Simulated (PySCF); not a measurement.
**Tl(SH)3: forces at shaken geometries**

Aim: move all atoms of relaxed Tl(SH)3 at random and read energies and forces. The structure is generated, not taken from experiment.

Computed with PySCF 2.14.0. Level: TPSS, Tl def2-SVP with ECP60, S def2-SVP, H def2-SVP; scalar-relativistic core potentials, no spin–orbit coupling.

4 further runs of the same task are left out: 2 for a known fault of the program, 1 that didn't finish, 1 set aside as unsound or not needed.

### 1 The starting structure

7 atoms, charge 0, spin multiplicity 1.

Bond lengths: Tl1–S2 2.498 Å, Tl1–S4 2.503 Å, Tl1–S6 2.490 Å, S2–H3 1.359 Å, S4–H5 1.358 Å, S6–H7 1.358 Å. Angles: S2–Tl1–S4 121.0°, S2–Tl1–S6 118.7°, S4–Tl1–S6 120.3°, Tl1–S2–H3 92.9°, Tl1–S4–H5 92.6°, Tl1–S6–H7 92.5°.

Geometry (Å):

```xyz
7
charge 0, multiplicity 1
Tl    0.7083   -0.2032    0.1556
S    -0.5806    0.3490    2.2225
H    -1.7182    0.6075    1.5261
S    -0.4299   -0.3715   -2.0674
H    -1.6578   -0.1638   -1.5249
S     3.1584   -0.6058    0.3456
H     3.2839   -0.8387   -0.9862
```

Formal oxidation states: Tl +3. An earlier session relaxed this geometry at TPSS, Tl def2-SVP with ECP60, S def2-SVP, H def2-SVP (singlet, point group C1).

Its energy there is -1368.604772 Eh.

### 2 Atoms moved at random, σ = 0.03 Å

run.py (the lines that set the calculation)

```python
mol = gto.M(atom='''
Tl     0.71837    -0.24287     0.18281
S     -0.49739     0.34756     2.22115
H     -1.71908     0.62994     1.50334
S     -0.43988    -0.32027    -2.04895
H     -1.70547    -0.14408    -1.54287
S      3.11428    -0.63303     0.32944
H      3.29322    -0.86380    -0.97361''',
    basis={'Tl': 'def2-SVP', 'S': 'def2-SVP', 'H': 'def2-SVP'},
    ecp={'Tl': 'def2-SVP'},
    charge=0, spin=0)
mf = dft.RKS(mol, xc='TPSS')
mf.grids.atom_grid = (50, 194)
mf = mf.density_fit()  # fitting sets: Tl def2-universal-JKFIT, S def2-universal-JKFIT, H def2-universal-JKFIT
mf.conv_tol = 1e-08; mf.max_cycle = 55
mf.kernel(dm0)  # dm0: the density of the relaxed state
```

Started as:

```bash
$ OMP_NUM_THREADS=2 python run.py
```

Log:

```text
init E= -1368.60383465967
  HOMO = -0.226986207481299  LUMO = -0.121142756209357  gap/eV = 2.88015
cycle= 1 E= -1368.5977448129  delta_E= 0.00609  |g|= 0.0704  |ddm|= 0.21
  HOMO = -0.220424426037473  LUMO = -0.12315077027439  gap/eV = 2.64695
cycle= 2 E= -1368.59266839887  delta_E= 0.00508  |g|= 0.13  |ddm|= 0.338
  HOMO = -0.230274659710488  LUMO = -0.121568511200954  gap/eV = 2.95804
cycle= 3 E= -1368.59975755199  delta_E= -0.00709  |g|= 0.0208  |ddm|= 0.241
  HOMO = -0.228732747302701  LUMO = -0.121423337508606  gap/eV = 2.92004
cycle= 4 E= -1368.59991712488  delta_E= -0.00016  |g|= 0.00422  |ddm|= 0.0388
  HOMO = -0.22927623692356  LUMO = -0.121592756963426  gap/eV = 2.93022
cycle= 5 E= -1368.59992343515  delta_E= -6.31e-06  |g|= 0.00199  |ddm|= 0.01
  HOMO = -0.229228631225393  LUMO = -0.121599719260206  gap/eV = 2.92873
cycle= 6 E= -1368.59992496744  delta_E= -1.53e-06  |g|= 0.000446  |ddm|= 0.00373
  HOMO = -0.229215607625925  LUMO = -0.12156245011156  gap/eV = 2.92939
cycle= 7 E= -1368.59992503662  delta_E= -6.92e-08  |g|= 0.000119  |ddm|= 0.000863
  HOMO = -0.229207451169734  LUMO = -0.1215642648605  gap/eV = 2.92912
cycle= 8 E= -1368.59992504148  delta_E= -4.85e-09  |g|= 4.95e-05  |ddm|= 0.000262
  HOMO = -0.229208126040642  LUMO = -0.121564459361744  gap/eV = 2.92913
Extra cycle  E= -1368.59992503879  delta_E= 2.68e-09  |g|= 9.72e-05  |ddm|= 0.000248
converged SCF energy = -1368.59992503879
```

Run time: 4.4 s. Hardware: 2 threads of Arm Neoverse V1, shared host.

Result: E = -1368.599925 Eh (+0.132 eV from the relaxed state), HOMO -6.24 eV, LUMO -3.31 eV, Mulliken charge on Tl1 +0.41 e, largest force component 1.752 eV/Å. 

| atom | Fx | Fy | Fz (eV/Å) |
| --- | --- | --- | --- |
| Tl1 | -0.418 | 0.040 | -0.598 |
| S2 | -1.752 | 0.447 | -0.444 |
| H3 | 1.480 | -0.353 | 0.874 |
| S4 | -0.284 | 0.019 | 0.166 |
| H5 | 0.404 | -0.039 | -0.069 |
| S6 | 0.578 | -0.017 | 0.665 |
| H7 | -0.008 | -0.098 | -0.594 |

### 3 Atoms moved at random, σ = 0.03 Å

run.py (the lines that set the calculation)

```python
mol = gto.M(atom='''
Tl     0.69516    -0.20099     0.15242
S     -0.57725     0.40556     2.20778
H     -1.72555     0.58939     1.53422
S     -0.39418    -0.35025    -1.97574
H     -1.67751    -0.19525    -1.56720
S      3.17627    -0.64003     0.34674
H      3.26712    -0.83497    -1.02691''',
    basis={'Tl': 'def2-SVP', 'S': 'def2-SVP', 'H': 'def2-SVP'},
    ecp={'Tl': 'def2-SVP'},
    charge=0, spin=0)
mf = dft.RKS(mol, xc='TPSS')
mf.grids.atom_grid = (50, 194)
mf = mf.density_fit()  # fitting sets: Tl def2-universal-JKFIT, S def2-universal-JKFIT, H def2-universal-JKFIT
mf.conv_tol = 1e-08; mf.max_cycle = 55
mf.kernel(dm0)  # dm0: the density of the relaxed state
```

Started as:

```bash
$ OMP_NUM_THREADS=2 python run.py
```

Log:

```text
init E= -1368.61468099145
  HOMO = -0.227157158155068  LUMO = -0.120828695028218  gap/eV = 2.89334
cycle= 1 E= -1368.59942675841  delta_E= 0.0153  |g|= 0.0604  |ddm|= 0.256
  HOMO = -0.215354250391282  LUMO = -0.124057042709455  gap/eV = 2.48432
cycle= 2 E= -1368.59263648147  delta_E= 0.00679  |g|= 0.14  |ddm|= 0.365
  HOMO = -0.228034061144138  LUMO = -0.123644670544839  gap/eV = 2.84058
cycle= 3 E= -1368.6011270431  delta_E= -0.00849  |g|= 0.0107  |ddm|= 0.252
  HOMO = -0.227767597276051  LUMO = -0.12336978964996  gap/eV = 2.84081
cycle= 4 E= -1368.60116378303  delta_E= -3.67e-05  |g|= 0.00333  |ddm|= 0.0188
  HOMO = -0.227880704029018  LUMO = -0.123361956138886  gap/eV = 2.84410
cycle= 5 E= -1368.60116689808  delta_E= -3.12e-06  |g|= 0.00164  |ddm|= 0.00746
  HOMO = -0.227925267179238  LUMO = -0.123377087885886  gap/eV = 2.84490
cycle= 6 E= -1368.60116800786  delta_E= -1.11e-06  |g|= 0.00036  |ddm|= 0.00351
  HOMO = -0.227921998316523  LUMO = -0.123377860454948  gap/eV = 2.84479
cycle= 7 E= -1368.60116806326  delta_E= -5.54e-08  |g|= 9.35e-05  |ddm|= 0.000691
  HOMO = -0.227916510758412  LUMO = -0.123373061299665  gap/eV = 2.84477
cycle= 8 E= -1368.60116806655  delta_E= -3.28e-09  |g|= 3.14e-05  |ddm|= 0.000202
  HOMO = -0.227917305332206  LUMO = -0.123375511228876  gap/eV = 2.84473
Extra cycle  E= -1368.60116806578  delta_E= 7.66e-10  |g|= 5.58e-05  |ddm|= 0.000144
converged SCF energy = -1368.60116806578
```

It took 4.4 s on 2 threads of Arm Neoverse V1, shared host.

It gives: E = -1368.601168 Eh (+0.098 eV from the relaxed state), HOMO -6.20 eV, LUMO -3.36 eV, Mulliken charge on Tl1 +0.40 e, largest force component 1.295 eV/Å. 

| atom | Fx | Fy | Fz (eV/Å) |
| --- | --- | --- | --- |
| Tl1 | 0.730 | 0.042 | 1.077 |
| S2 | 0.317 | -0.050 | 0.292 |
| H3 | -0.299 | 0.039 | -0.213 |
| S4 | -0.415 | -0.135 | -1.295 |
| H5 | 0.022 | 0.042 | 0.194 |
| S6 | -0.352 | -0.023 | -0.786 |
| H7 | -0.003 | 0.085 | 0.732 |

### 4 Atoms moved at random, σ = 0.03 Å

run.py (the lines that set the calculation)

```python
mol = gto.M(atom='''
Tl     0.64921    -0.16998     0.16978
S     -0.58424     0.39498     2.23382
H     -1.75331     0.56490     1.53309
S     -0.39493    -0.40341    -2.10512
H     -1.61539    -0.15858    -1.53215
S      3.19331    -0.57443     0.36618
H      3.26939    -0.88004    -0.99429''',
    basis={'Tl': 'def2-SVP', 'S': 'def2-SVP', 'H': 'def2-SVP'},
    ecp={'Tl': 'def2-SVP'},
    charge=0, spin=0)
mf = dft.RKS(mol, xc='TPSS')
mf.grids.atom_grid = (50, 194)
mf = mf.density_fit()  # fitting sets: Tl def2-universal-JKFIT, S def2-universal-JKFIT, H def2-universal-JKFIT
mf.conv_tol = 1e-08; mf.max_cycle = 55
mf.kernel(dm0)  # dm0: the density of the relaxed state
```

Started as:

```bash
$ OMP_NUM_THREADS=2 python run.py
```

Log:

```text
init E= -1368.56587871783
  HOMO = -0.243350580839156  LUMO = -0.149260216073954  gap/eV = 2.56033
cycle= 1 E= -1368.59965746003  delta_E= -0.0338  |g|= 0.0711  |ddm|= 0.253
  HOMO = -0.203969154313325  LUMO = -0.13174871692562  gap/eV = 1.96522
cycle= 2 E= -1368.58932478342  delta_E= 0.0103  |g|= 0.167  |ddm|= 0.44
  HOMO = -0.224538656363694  LUMO = -0.13343419382009  gap/eV = 2.47908
cycle= 3 E= -1368.60193505522  delta_E= -0.0126  |g|= 0.0207  |ddm|= 0.318
  HOMO = -0.224253357552286  LUMO = -0.134824715553636  gap/eV = 2.43348
cycle= 4 E= -1368.60206611374  delta_E= -0.000131  |g|= 0.00874  |ddm|= 0.0448
  HOMO = -0.224970966881029  LUMO = -0.134917316434065  gap/eV = 2.45048
cycle= 5 E= -1368.60209339105  delta_E= -2.73e-05  |g|= 0.00257  |ddm|= 0.0175
  HOMO = -0.225008833390308  LUMO = -0.134915057741196  gap/eV = 2.45158
cycle= 6 E= -1368.60209567758  delta_E= -2.29e-06  |g|= 0.00123  |ddm|= 0.00613
  HOMO = -0.225010121632537  LUMO = -0.134917882439622  gap/eV = 2.45153
cycle= 7 E= -1368.60209630646  delta_E= -6.29e-07  |g|= 0.000172  |ddm|= 0.00227
  HOMO = -0.225008595046168  LUMO = -0.134912298246891  gap/eV = 2.45165
cycle= 8 E= -1368.60209631697  delta_E= -1.05e-08  |g|= 4.11e-05  |ddm|= 0.0003
  HOMO = -0.225007859654024  LUMO = -0.134913156795325  gap/eV = 2.45160
cycle= 9 E= -1368.60209631761  delta_E= -6.39e-10  |g|= 5.68e-06  |ddm|= 6.58e-05
  HOMO = -0.225009517244443  LUMO = -0.134913171488138  gap/eV = 2.45165
Extra cycle  E= -1368.60209631758  delta_E= 2.89e-11  |g|= 1.01e-05  |ddm|= 2.91e-05
converged SCF energy = -1368.60209631758
```

Wall time 4.7 s (2 threads of Arm Neoverse V1, shared host).

Result: E = -1368.602096 Eh (+0.073 eV from the relaxed state), HOMO -6.12 eV, LUMO -3.67 eV, Mulliken charge on Tl1 +0.41 e, largest force component 0.957 eV/Å. 

| atom | Fx | Fy | Fz (eV/Å) |
| --- | --- | --- | --- |
| Tl1 | 0.957 | -0.215 | -0.222 |
| S2 | -0.477 | 0.101 | -0.047 |
| H3 | 0.279 | -0.035 | 0.237 |
| S4 | -0.263 | 0.105 | 0.352 |
| H5 | 0.189 | -0.061 | -0.254 |
| S6 | -0.663 | -0.083 | -0.913 |
| H7 | -0.021 | 0.188 | 0.847 |

### 5 The displacements side by side

| σ (Å) | energy rise (eV) | harmonic estimate −½ F·u (eV) | largest force component (eV/Å) |
| --- | --- | --- | --- |
| 0.03 | 0.132 | 0.125 | 1.75 |
| 0.03 | 0.098 | 0.101 | 1.29 |
| 0.03 | 0.073 | 0.071 | 0.96 |

Every displacement raises the energy. For a harmonic well the rise equals −½ F·u; the two differ by at most 5 % here (a move with σ = 0.03 Å), from anharmonicity, the grid and the small forces left at the relaxed point. The bases are small and lack diffuse functions. Spin–orbit coupling is left out.
